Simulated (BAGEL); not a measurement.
# C2H4BFS (SMILES C=CSBF) at 4 levels

Wanted: a comparison of 4 runs (B3LYP/6-31G*, B3LYP/def2-SVP, PBE0/def2-SVP, RI-MP2/def2-SVP) of C2H4BFS. 

The results are computed with BAGEL 1.2.2.

2 further runs of the same task are left out: 2 that didn't finish.

### Step 1. The molecule

C2H4BFS has 9 atoms, charge 0, and is taken as a singlet. As SMILES, `C=CSBF`. The coordinates come from a GFN2-xTB relaxation. This is one conformer, not always the lowest.

Bond lengths: C1–C2 1.318 Å, C2–S3 1.782 Å, S3–B4 1.772 Å, B4–F5 1.319 Å, C1–H6 1.077 Å, C1–H7 1.076 Å, C2–H8 1.078 Å, B4–H9 1.169 Å. Angles: C1–C2–S3 125.5°, C2–S3–B4 105.5°, S3–B4–F5 121.9°, C1–C2–H8 123.1°, S3–C2–H8 111.3°, C2–C1–H6 120.7°, C2–C1–H7 122.8°, S3–B4–H9 119.3°, F5–B4–H9 118.7°, H6–C1–H7 116.6°.

### Step 2. The energy at B3LYP/6-31G(d) (density fitting with qzvpp-jkfit, spherical functions) (run 1)

The input, dft.json:

```json
{ "bagel": [

{
  "title": "molecule",
  "basis": "6-31gs.json",
  "df_basis": "qzvpp-jkfit",
  "angstrom": "true",
  "geometry": [
    { "atom": "C", "xyz": [       0.314210,      -0.829240,      -1.162870 ] },
    { "atom": "C", "xyz": [       0.569340,      -1.004450,       0.118080 ] },
    { "atom": "S", "xyz": [      -0.363990,      -0.303720,       1.464740 ] },
    { "atom": "B", "xyz": [      -0.715700,       1.364800,       0.981420 ] },
    { "atom": "F", "xyz": [      -0.271300,       1.870360,      -0.152360 ] },
    { "atom": "H", "xyz": [       0.925250,      -1.300330,      -1.913950 ] },
    { "atom": "H", "xyz": [      -0.489450,      -0.208100,      -1.516850 ] },
    { "atom": "H", "xyz": [       1.359750,      -1.642070,       0.479810 ] },
    { "atom": "H", "xyz": [      -1.328110,       2.052740,       1.701990 ] }
  ]
},

{ "title": "ks", "xc_func": "b3lyp" },

{ "title": "print", "file": "orbitals.molden", "orbitals": "true" }

]}
```

The basis set 6-31G* is read from a file made from the Basis Set Exchange's data (not shown).

Command:

```
BAGEL_NUM_THREADS=1 BAGEL dft.json > dft.out
```

Standard output:

```text
* using 1 threads per process

  ===============================================================
  ===============================================================

  *** Geometry ***

  { "atom" : "C", "xyz" : [      0.593771,     -1.567036,     -2.197506 ] },
  { "atom" : "C", "xyz" : [      1.075897,     -1.898135,      0.223139 ] },
  { "atom" : "S", "xyz" : [     -0.687841,     -0.573948,      2.767957 ] },
  { "atom" : "B", "xyz" : [     -1.352477,      2.579098,      1.854615 ] },
  { "atom" : "F", "xyz" : [     -0.512683,      3.534468,     -0.287919 ] },
  { "atom" : "H", "xyz" : [      1.748469,     -2.457268,     -3.616841 ] },
  { "atom" : "H", "xyz" : [     -0.924926,     -0.393252,     -2.866431 ] },
  { "atom" : "H", "xyz" : [      2.569555,     -3.103063,      0.906709 ] },
  { "atom" : "H", "xyz" : [     -2.509764,      3.879116,      3.216295 ] },

  Number of auxiliary basis functions:      502

  Since a DF basis is specified, we compute 2- and 3-index integrals:
    o Being stored without compression. Storage requirement is 0.027 GB

  Number of basis functions:       82
  Number of electrons      :       46

    * METHOD: MOLECULE                             0.28

  *** Kohn-Sham DFT ***

    * Removing 17018 points whose weight is below 1.00e-10
    * Grid points: 117136

  === Nuclear Repulsion ===
   200.0857091103

       - DIIS with orbital gradients will be used.

  === KS iteration (b3lyp / 6-31gs.json) ===
      0       -558.45232882          0.14072049           0.39
      1       -519.11646246          0.18589403           0.37
      2       -546.18376975          0.15222565           0.37
      3       -559.47897360          0.17389741           0.37
      4       -594.31695832          0.09193562           0.37
      5       -601.17033194          0.02560722           0.37
      6       -601.32999636          0.02281155           0.36
      7       -601.52364997          0.00563477           0.37
      8       -601.54159937          0.00138264           0.38
      9       -601.54235623          0.00068144           0.37
     10       -601.54257890          0.00014728           0.37
     11       -601.54259247          0.00004831           0.37
     12       -601.54259407          0.00001608           0.37
     13       -601.54259419          0.00000870           0.41
     14       -601.54259422          0.00000253           0.39
     15       -601.54259422          0.00000109           0.37
     16       -601.54259422          0.00000051           0.37
     17       -601.54259422          0.00000008           0.37
     18       -601.54259422          0.00000004           0.39
     19       -601.54259422          0.00000001           0.37
    * SCF iteration converged.

    * Permanent dipole moment:
           (   -0.189105,     0.229112,     0.324875) a.u.

    * METHOD: KS                                   8.16

    * METHOD: PRINT                                0.02

  ===============================================================
```

Wall time 8.7 s (1 thread of Arm Neoverse V1, shared host); peak memory 0.46 GiB.

### Step 3. The energy at B3LYP/def2-SVP (density fitting with qzvpp-jkfit) (run 2)

The input, dft.json:

```json
{ "bagel": [

{
  "title": "molecule",
  "basis": "svp",
  "df_basis": "qzvpp-jkfit",
  "angstrom": true,
  "geometry": [
    { "atom": "C", "xyz": [    0.314210,   -0.829240,   -1.162870 ] },
    { "atom": "C", "xyz": [    0.569340,   -1.004450,    0.118080 ] },
    { "atom": "S", "xyz": [   -0.363990,   -0.303720,    1.464740 ] },
    { "atom": "B", "xyz": [   -0.715700,    1.364800,    0.981420 ] },
    { "atom": "F", "xyz": [   -0.271300,    1.870360,   -0.152360 ] },
    { "atom": "H", "xyz": [    0.925250,   -1.300330,   -1.913950 ] },
    { "atom": "H", "xyz": [   -0.489450,   -0.208100,   -1.516850 ] },
    { "atom": "H", "xyz": [    1.359750,   -1.642070,    0.479810 ] },
    { "atom": "H", "xyz": [   -1.328110,    2.052740,    1.701990 ] }
  ]
},
{
  "title": "ks",
  "xc_func": "b3lyp"
},
{
  "title": "print",
  "file": "orbitals.molden",
  "orbitals": true
}

]}
```

Command:

```
BAGEL_NUM_THREADS=1 BAGEL dft.json > dft.out
```

Standard output:

```text
* using 1 threads per process

  ===============================================================
  ===============================================================

  *** Geometry ***

  { "atom" : "C", "xyz" : [      0.593771,     -1.567036,     -2.197506 ] },
  { "atom" : "C", "xyz" : [      1.075897,     -1.898135,      0.223139 ] },
  { "atom" : "S", "xyz" : [     -0.687841,     -0.573948,      2.767957 ] },
  { "atom" : "B", "xyz" : [     -1.352477,      2.579098,      1.854615 ] },
  { "atom" : "F", "xyz" : [     -0.512683,      3.534468,     -0.287919 ] },
  { "atom" : "H", "xyz" : [      1.748469,     -2.457268,     -3.616841 ] },
  { "atom" : "H", "xyz" : [     -0.924926,     -0.393252,     -2.866431 ] },
  { "atom" : "H", "xyz" : [      2.569555,     -3.103063,      0.906709 ] },
  { "atom" : "H", "xyz" : [     -2.509764,      3.879116,      3.216295 ] },

  Number of auxiliary basis functions:      502

  Since a DF basis is specified, we compute 2- and 3-index integrals:
    o Being stored without compression. Storage requirement is 0.035 GB

  Number of basis functions:       94
  Number of electrons      :       46

    * METHOD: MOLECULE                             0.27

  *** Kohn-Sham DFT ***

    * Removing 17018 points whose weight is below 1.00e-10
    * Grid points: 117136

  === Nuclear Repulsion ===
   200.0857091103

       - DIIS with orbital gradients will be used.

  === KS iteration (b3lyp / svp) ===
      0       -560.12367396          0.11851892           0.45
      1       -502.58996353          0.17770955           0.43
      2       -501.97910406          0.15518482           0.43
      3       -559.36336443          0.16689082           0.43
      4       -592.72040376          0.08731693           0.43
      5       -600.88237689          0.02469429           0.43
      6       -601.03696678          0.02173620           0.43
      7       -601.27260066          0.00524888           0.44
      8       -601.29061743          0.00156464           0.43
      9       -601.29198601          0.00045683           0.41
     10       -601.29207429          0.00021110           0.41
     11       -601.29210258          0.00003924           0.41
     12       -601.29210314          0.00002343           0.41
     13       -601.29210342          0.00000566           0.42
     14       -601.29210343          0.00000388           0.42
     15       -601.29210344          0.00000034           0.42
     16       -601.29210344          0.00000019           0.42
     17       -601.29210344          0.00000005           0.42
     18       -601.29210344          0.00000003           0.45
     19       -601.29210344          0.00000001           0.43
    * SCF iteration converged.

    * Permanent dipole moment:
           (   -0.154144,     0.295221,     0.230138) a.u.

    * METHOD: KS                                   9.25

    * METHOD: PRINT                                0.02

  ===============================================================
```

Wall time 9.9 s (1 thread of Arm Neoverse V1, shared host); peak memory 0.51 GiB.

Run 3 isn't shown in full; the table further down has it.

### Step 4. A single-point energy at RI-MP2/def2-SVP (density fitting with qzvpp-jkfit) (run 4)

The input, input.json:

```json
{ "bagel" : [

{
  "title" : "molecule",
  "basis" : "svp",
  "df_basis" : "qzvpp-jkfit",
  "angstrom" : true,
  "geometry" : [
    { "atom" : "C", "xyz" : [    0.314210,   -0.829240,   -1.162870 ] },
    { "atom" : "C", "xyz" : [    0.569340,   -1.004450,    0.118080 ] },
    { "atom" : "S", "xyz" : [   -0.363990,   -0.303720,    1.464740 ] },
    { "atom" : "B", "xyz" : [   -0.715700,    1.364800,    0.981420 ] },
    { "atom" : "F", "xyz" : [   -0.271300,    1.870360,   -0.152360 ] },
    { "atom" : "H", "xyz" : [    0.925250,   -1.300330,   -1.913950 ] },
    { "atom" : "H", "xyz" : [   -0.489450,   -0.208100,   -1.516850 ] },
    { "atom" : "H", "xyz" : [    1.359750,   -1.642070,    0.479810 ] },
    { "atom" : "H", "xyz" : [   -1.328110,    2.052740,    1.701990 ] }
  ]
},
{
  "title" : "hf"
},
{
  "title" : "mp2",
  "ncore" : 9
}

]}
```

Command:

```
BAGEL_NUM_THREADS=1 BAGEL input.json > input.out
```

Standard output:

```text
* using 1 threads per process

  ===============================================================
  ===============================================================

  *** Geometry ***

  { "atom" : "C", "xyz" : [      0.593771,     -1.567036,     -2.197506 ] },
  { "atom" : "C", "xyz" : [      1.075897,     -1.898135,      0.223139 ] },
  { "atom" : "S", "xyz" : [     -0.687841,     -0.573948,      2.767957 ] },
  { "atom" : "B", "xyz" : [     -1.352477,      2.579098,      1.854615 ] },
  { "atom" : "F", "xyz" : [     -0.512683,      3.534468,     -0.287919 ] },
  { "atom" : "H", "xyz" : [      1.748469,     -2.457268,     -3.616841 ] },
  { "atom" : "H", "xyz" : [     -0.924926,     -0.393252,     -2.866431 ] },
  { "atom" : "H", "xyz" : [      2.569555,     -3.103063,      0.906709 ] },
  { "atom" : "H", "xyz" : [     -2.509764,      3.879116,      3.216295 ] },

  Number of auxiliary basis functions:      502

  Since a DF basis is specified, we compute 2- and 3-index integrals:
    o Being stored without compression. Storage requirement is 0.035 GB

  Number of basis functions:       94
  Number of electrons      :       46

    * METHOD: MOLECULE                             0.27

  *** RHF ***

  === Nuclear Repulsion ===
   200.0857091103

      * DIIS with orbital gradients will be used.

  === RHF iteration (svp) ===
      0       -599.30745237          0.01546853           0.08
      1       -599.43519091          0.00914156           0.08
      2       -599.48316499          0.00150847           0.08
      3       -599.48537993          0.00038233           0.07
      4       -599.48550541          0.00010897           0.07
      5       -599.48552663          0.00003513           0.07
      6       -599.48552906          0.00001050           0.07
      7       -599.48552923          0.00000344           0.07
      8       -599.48552925          0.00000128           0.09
      9       -599.48552925          0.00000056           0.09
     10       -599.48552925          0.00000016           0.08
     11       -599.48552925          0.00000007           0.08
     12       -599.48552925          0.00000002           0.08
     13       -599.48552925          0.00000001           0.07
    * SCF iteration converged.

    * Permanent dipole moment:
           (   -0.114616,     0.230273,     0.241540) a.u.

    * METHOD: HF                                   1.31

  *** RHF ***

  === Nuclear Repulsion ===
   200.0857091103

      * DIIS with orbital gradients will be used.

  === RHF iteration (svp) ===
      0       -599.48552925          0.00000000           0.07
    * SCF iteration converged.

    * Permanent dipole moment:
           (   -0.114616,     0.230273,     0.241541) a.u.

  === DF-MP2 calculation ===

    * freezing 9 orbitals
    * 3-index integral transformation done
    * assembly done

      MP2 correlation energy:   -0.6607761132      0.05

      MP2 total energy:       -600.1463053653

    * METHOD: MP2                                  0.22

  ===============================================================
```

Run time: 1.9 s. Hardware: 1 thread of Arm Neoverse V1, shared host; peak memory 0.14 GiB.

### Step 5. Overview of the runs

```csv
run,level,frozen core orbitals,energy (Eh),dipole moment (D),HOMO energy (eV),LUMO energy (eV),wall time
1,"B3LYP/6-31G* (density fitting with qzvpp-jkfit, spherical functions)",–,-601.542594,1.12,-6.87,-0.60,8.7 s
2,B3LYP/def2-SVP (density fitting with qzvpp-jkfit),–,-601.292103,1.03,-7.01,-0.85,9.9 s
3,PBE0/def2-SVP (density fitting with qzvpp-jkfit),–,-600.904609,1.06,-7.31,-0.71,10 s
4,RI-MP2/def2-SVP (density fitting with qzvpp-jkfit),9,-600.146305,–,–,–,1.9 s
```

### Step 6. Results

| quantity | value |
| --- | --- |
| run 4: total energy | -600.14631 Eh |
| run 4: correlation energy (9 core orbitals frozen) | -660.8 mEh |

Over runs 1, 2, 3 the dipole moment (its size) runs from 1.03 D (B3LYP/def2-SVP) to 1.12 D (B3LYP/6-31G*). Over runs 1, 2, 3 the HOMO–LUMO gap runs from 6.16 eV (B3LYP/def2-SVP) to 6.60 eV (PBE0/def2-SVP). Totals of different functionals can't be ranked against each other. All runs together took 31 s, the longest 10 s.
